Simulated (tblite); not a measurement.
# C4H17BOSi2: the cost of one run

The runs use tblite 0.8.0 and PySCF 2.14.0, with density-fitted response routines of our own; the level of theory stands in each step. All values are computed, except where a source is named. Atoms are numbered from 0 throughout.

## (1) Starting geometry

25 atoms, charge 0, multiplicity 1; geometry from: force field or distance geometry start.

Bonds of the start (Å): C0–O1 1.44, O1–B2 1.52, B2–C3 1.62, C3–Si4 1.88, O1–C5 1.43, C5–C6 1.53, C6–Si7 1.88, C0–H8 1.12, C0–H9 1.11, C0–H10 1.12, B2–H11 1.19, B2–H12 1.19, C3–H13 1.11, C3–H14 1.11, Si4–H15 1.47, Si4–H16 1.48, Si4–H17 1.47, C5–H18 1.11, C5–H19 1.11, C6–H20 1.12, C6–H21 1.11, Si7–H22 1.46, Si7–H23 1.47, Si7–H24 1.47.

## (2) Geometry optimisation with GFN2-xTB

What the job is given:

```
{"job": {"kind": "relax", "xc": "GFN2-xTB", "basis": "xTB"}, "charge": 0, "multiplicity": 1}
C     -0.105400    -1.769200     1.270000
O     -0.029300    -0.769200     0.240900
B      1.306800    -0.928700    -0.465400
C      1.794600     0.510500    -1.025900
Si     2.397200     1.584200     0.393200
C     -1.120900    -0.922800    -0.673300
C     -2.368100    -0.178400    -0.186200
Si    -2.037300     1.652600     0.079900
H     -0.009600    -2.807600     0.873300
H      0.664300    -1.600600     2.049800
H     -1.080200    -1.694600     1.815600
H      2.150600    -1.361400     0.249000
H      1.212000    -1.691200    -1.373500
H      2.633600     0.349400    -1.735800
H      0.965900     1.033000    -1.540100
H      1.334800     1.745600     1.401900
H      2.777400     2.907400    -0.140700
H      3.567200     0.953400     1.018000
H     -0.885200    -0.487500    -1.668900
H     -1.369700    -1.990400    -0.850800
H     -2.754300    -0.611100     0.766400
H     -3.169400    -0.280000    -0.945100
H     -1.442800     2.228500    -1.128300
H     -3.318000     2.322600     0.372700
H     -1.125000     1.829700     1.212500
```

Command:

```sh
$ OMP_NUM_THREADS=1 python probes_run.py task.json out
```

One launch serves the whole session: the jobs run in the order shown.

**Question.** How long does this first job take on 1 thread of Arm Neoverse V1, shared host, and how much memory does it need?

About 1.9 s, with a peak of 0.18 GiB.
